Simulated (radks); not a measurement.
**Os⁺ in [Xe] 4f14 5d6 6s1: an all-electron calculation**

One table from this session's results is given with a row withheld; the runs are named, their logs left out.

Program: radks (a radial shooting solver on a logarithmic mesh, Libxc functionals) version 1. Level of theory: scalar-relativistic Kohn-Sham, PW91, spin-unpolarised, spherical densities, point nucleus. These are calculated values, not measurements, unless marked.

## The system

- element: osmium (Z = 76)
- charge: +1
- electrons: 75
- configuration: [Xe] 4f14 5d6 6s1

The outer shells:

Os⁺
```
[Xe] core
4f [↑↓][↑↓][↑↓][↑↓][↑↓][↑↓][↑↓]
5d [↑↓][↑ ][↑ ][↑ ][↑ ]
6s [↑ ]
```

The first run:

Settings of this run:

```text
Z 76
configuration [Xe] 4f14 5d6 6s1
relativity scalar-relativistic
functional pw91,pw91
spin unpolarised
nucleus point
c 137.035999084
```

Started as:

```console
> python run_ks.py task.json out
```

The same process makes all the runs of this session.

One of the session's tables, all rows but one given; the rest of the session is left out.

It belongs to the step «Shells». Sizes of the orbitals, from the radial functions (bohr):

```
level      <r>  outermost maximum (interpolated)  90 % within  nodes
   1s  0.01773                            0.0110       0.0323      0
   2s  0.07488                            0.0634        0.116      1
   2p  0.06727                            0.0522        0.110      0
   3s   0.1939                             0.179        0.284      2
   3p   0.1945                             0.177        0.291      1
   3d   0.1762                             0.144        0.273      0
   4s        ?                                 ?            ?      ?
   4p   0.4594                             0.425        0.667      2
   4d   0.4890                             0.435        0.731      1
   5s    1.006                             0.913         1.44      4
   4f   0.5565                             0.406        0.909      0
   5p    1.169                              1.03         1.70      3
   5d    1.754                              1.35         2.75      2
   6s    2.778                              2.39         4.07      5
```

Estimate the missing values for 4s.

The run gave: <r>: 0.4318; outermost maximum (interpolated): 0.405; 90 % within: 0.619; nodes: 3. In the column «<r>» it lies between 3p (0.1945) and 4p (0.4594).

Limits of these values: Spin polarisation and multiplet splitting are left out.
